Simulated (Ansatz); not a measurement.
This script for a single point in a Gaussian basis of C₃H₉ClSi₂, SMILES [SiH3]/C=C/[SiH2]CCl with the Ansatz DFT code, driven from Python holds a mistake.

Script `energy_c3h9clsi2.py`:
```python
from dataclasses import dataclass
import json

import ansatz as az


@dataclass(frozen=True)
class RunConfig:
    basis: str = '6-31G*'
    xc: str = 'CAM-B3LYP'


cfg = RunConfig()

GEOMETRY = '''
Si    2.97530   -0.17520   -0.22820
C     1.24290    0.43700   -0.41720
C     0.29860    0.11440    0.47040
Si   -1.43760    0.71150    0.27130
C    -2.56420   -0.75260    0.00690
Cl   -4.23860   -0.18560   -0.18070
H     3.33700   -0.98000   -1.40420
H     3.88750    0.97290   -0.12220
H     3.09010   -1.00250    0.98260
H     1.01040    1.06600   -1.27110
H     0.52840   -0.52290    1.31890
H    -1.84650    1.43170    1.48600
H    -1.53130    1.61410   -0.88620
H    -2.25310   -1.29720   -0.90810
H    -2.49910   -1.43160    0.88180
'''

molecule = az.Crystal.molecule()
for line in GEOMETRY.strip().splitlines():
    symbol, *xyz = line.split()
    molecule = molecule.atom(symbol, [float(v) for v in xyz])

setup = molecule.calculation()
setup = setup.basis(gaussian=cfg.basis)
setup = setup.functional(cfg.xc)
out = setup.run(threads=1, pin='off')
summary = out.report

print('reference energy %16.6f eV' % summary['reference_energy_ev'])
print('total energy     %16.6f eV' % summary['free_energy'])
print('occupied (up, down):', summary['n_occupied'], ' virtual:', summary['n_virtual'], ' frozen:', summary['n_frozen'])

state = summary['mean_field']['state']
print(f'mean field: {state["energy"]["hartree"]:.7f} Ha, <S^2> = {abs(state["spin_squared"]):.4f}, stability: {state.get("stability", {}).get("kind")}')
with open('c3h9clsi2.json', 'w') as handle:
    json.dump({k: summary[k] for k in ('free_energy_ev', 'reference_energy_ev', 'n_occupied', 'n_virtual')}, handle, indent=1)
```

```console
$ python energy_c3h9clsi2.py
reference energy    -31531.956670 eV
Traceback (most recent call last):
  File "energy_c3h9clsi2.py", line 45, in <module>
    print('total energy     %16.6f eV' % summary['free_energy'])
                                         ~~~~~~~^^^^^^^^^^^^^^^
KeyError: 'free_energy'
```

Find the fault and give the corrected script.

The fault: the report has no such key (the free energy stands under free_energy_ev). The change:

```diff
--- before
+++ after
@@ -44,3 +44,3 @@
 print('reference energy %16.6f eV' % summary['reference_energy_ev'])
-print('total energy     %16.6f eV' % summary['free_energy'])
+print('total energy     %16.6f eV' % summary['free_energy_ev'])
 print('occupied (up, down):', summary['n_occupied'], ' virtual:', summary['n_virtual'], ' frozen:', summary['n_frozen'])
```

With that change:

```console
$ python energy_c3h9clsi2.py
reference energy    -31531.956670 eV
total energy        -31531.956670 eV
occupied (up, down): [36, 36]  virtual: [84, 84]  frozen: 0
mean field: -1158.7780345 Ha, <S^2> = 0.0000, stability: minimum
```

It writes `c3h9clsi2.json`:
```json
{
 "free_energy_ev": -31531.956670153788,
 "reference_energy_ev": -31531.956670153788,
 "n_occupied": [
  36,
  36
 ],
 "n_virtual": [
  84,
  84
 ]
}
```

Notes:
- Total energies depend on the basis set; only differences at equal settings carry meaning.
- The geometry is a force-field or estimated start, not a minimum of this method, and the basis set is short of its limit.
- The whole script took 7.6 s on 1 thread of Arm Neoverse V1, on a shared host, peak memory 0.4 GiB.

(Lines on the test bed's own set-up are left out of the output.)
